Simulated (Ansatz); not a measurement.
# MoS: the cost of one run

Computed with Ansatz 0.2.0 (DFT PBE, scalar-relativistic, plane waves, PAW, unless a step's input says otherwise).

**1. Starting point**

It takes space group Pm-3m (No. 221, cubic). Conventional cell: a = 3.440 Å, b = 3.440 Å, c = 3.440 Å, α = 90.00°, β = 90.00°, γ = 90.00°. Around Mo (site symmetry m-3m) lie 8 S at 2.98 Å. Around S (site symmetry m-3m) lie 8 Mo at 2.98 Å.

Coordinates:

```cif
data_structure
_symmetry_space_group_name_H-M 'P 1'
_symmetry_Int_Tables_number 1
_cell_length_a 3.4404
_cell_length_b 3.4404
_cell_length_c 3.4404
_cell_angle_alpha 90.000
_cell_angle_beta 90.000
_cell_angle_gamma 90.000
_cell_volume 40.72
loop_
_atom_site_label
_atom_site_type_symbol
_atom_site_fract_x
_atom_site_fract_y
_atom_site_fract_z
_atom_site_occupancy
Mo1 Mo 0.50000 0.50000 0.50000 1
S1 S 0.00000 0.00000 0.00000 1
```

A structure generator made this guess: species swapped into a database cell of DyAu (Pm-3m, No. 221), with Mo on the Dy sites and S on the Au sites. Its size is a rough estimate.

**2. Probe: one point on a coarse mesh**

File input.yaml:

```yaml
crystal:
  lattice:
    - [3.44043646, 0.0, 0.0]
    - [0.0, 3.44043646, 0.0]
    - [0.0, 0.0, 3.44043646]
  atoms:
    - { symbol: Mo, position: [0.5, 0.5, 0.5], spin: 1.0 }
    - { symbol: S, position: [0.0, 0.0, 0.0] }
basis:
  ecutwfc: 420
kpoints:
  mp_grid: { grid: [6, 6, 6] }
hamiltonian:
  xc: pbe
scf:
  occupations: { method: gaussian, width: 0.1 }
  lower_state_search: "off"
output:
  forces: true
  stress: true
  eigenvalues: true
  populations: true
magnetization:
  spin_polarized: true
```

Started as:

```bash
$ ansatz run input.yaml --threads 1 --pin off --max-ram 2560MiB --backend cpu --events-out ev --progress --plain --runs-dir out
```

**Question.** How long does this run take on 1 thread of Intel Xeon at 2.50GHz (Skylake/Cascade Lake), shared host, and how much memory does it need?

About 5.2 s, with a peak of 0.31 GiB.
